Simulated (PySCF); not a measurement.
# AsBCl3H3 (B(AsH3)Cl3): the cost of one run

Computed with PySCF 2.14.0. Level: levels as typed in each script, gas phase, geometry from GFN2-xTB.

## 1. The system as given

8 atoms, charge 0, spin multiplicity 1.

Bond lengths: B1–As2 2.154 Å, B1–Cl6 1.812 Å, B1–Cl7 1.811 Å, B1–Cl8 1.813 Å, As2–H3 1.462 Å, As2–H4 1.462 Å, As2–H5 1.462 Å. Angles: As2–B1–Cl6 102.8°, As2–B1–Cl7 103.5°, As2–B1–Cl8 102.7°, Cl6–B1–Cl7 115.1°, Cl6–B1–Cl8 115.0°, Cl7–B1–Cl8 115.1°, B1–As2–H3 120.2°, B1–As2–H4 119.0°, B1–As2–H5 119.8°, H3–As2–H4 97.8°, H3–As2–H5 97.5°, H4–As2–H5 97.6°.

As a file:

```xyz
8
AsBCl3H3
B    -0.64039   -0.00137    0.00004
As    1.51317    0.01382   -0.00074
H     2.24290    0.72545   -1.04937
H     2.23017   -1.25689   -0.08904
H     2.23630    0.56481    1.14418
Cl   -1.03752   -0.71301   -1.61857
Cl   -1.07616    1.74480    0.20081
Cl   -1.02998   -1.06017    1.41885
```

## 2. Density, bond paths and surface potential (r2SCAN/def2-tzvp)

input.py reads:

```python
import numpy as np
from pyscf import gto, scf, dft
from pyscf.scf import atom_ks, atom_hf
from scipy.linalg import block_diag

def solve(mol, dm0=None, hcore=None):
    mf = (dft.UKS if mol.spin else dft.RKS)(mol, xc='r2scan')
    mf.grids.level = 3
    mf = mf.density_fit(auxbasis='def2-universal-jkfit')
    mf.conv_tol, mf.max_cycle = 1e-8, 80
    if hcore is not None:
        mf.get_hcore = lambda *args: hcore
    mf.kernel(dm0)
    if not mf.converged:
        mf = mf.newton().run(mf.mo_coeff, mf.mo_occ, max_cycle=30)
    assert mf.converged, 'SCF not converged'
    return mf

mol = gto.M(atom='''
B     -0.64039    -0.00137     0.00004
As     1.51317     0.01382    -0.00074
H      2.24290     0.72545    -1.04937
H      2.23017    -1.25689    -0.08904
H      2.23630     0.56481     1.14418
Cl    -1.03752    -0.71301    -1.61857
Cl    -1.07616     1.74480     0.20081
Cl    -1.02998    -1.06017     1.41885
''', basis='def2-tzvp', charge=0, spin=0, verbose=4)
mf = solve(mol)
mf.analyze()
# spherically averaged free atoms, for the promolecule
atm = atom_ks.get_atm_nrks(mol, xc='r2scan')
pro = block_diag(*[(atm[a[0]][2] * atm[a[0]][3]) @ atm[a[0]][2].T for a in mol._atom])
np.savez('result.npz', e=mf.e_tot, c=mf.mo_coeff, occ=mf.mo_occ, eps=mf.mo_energy, pro=pro, dip=mf.dip_moment(verbose=0), s2=mf.spin_square()[0])
```

On the command line:

```bash
$ OMP_NUM_THREADS=1 python input.py
```

**Question.** How long does this run take on 1 thread of Arm Neoverse V2, shared host, and how much memory does it need?

About 72 s, with a peak of 0.76 GiB.
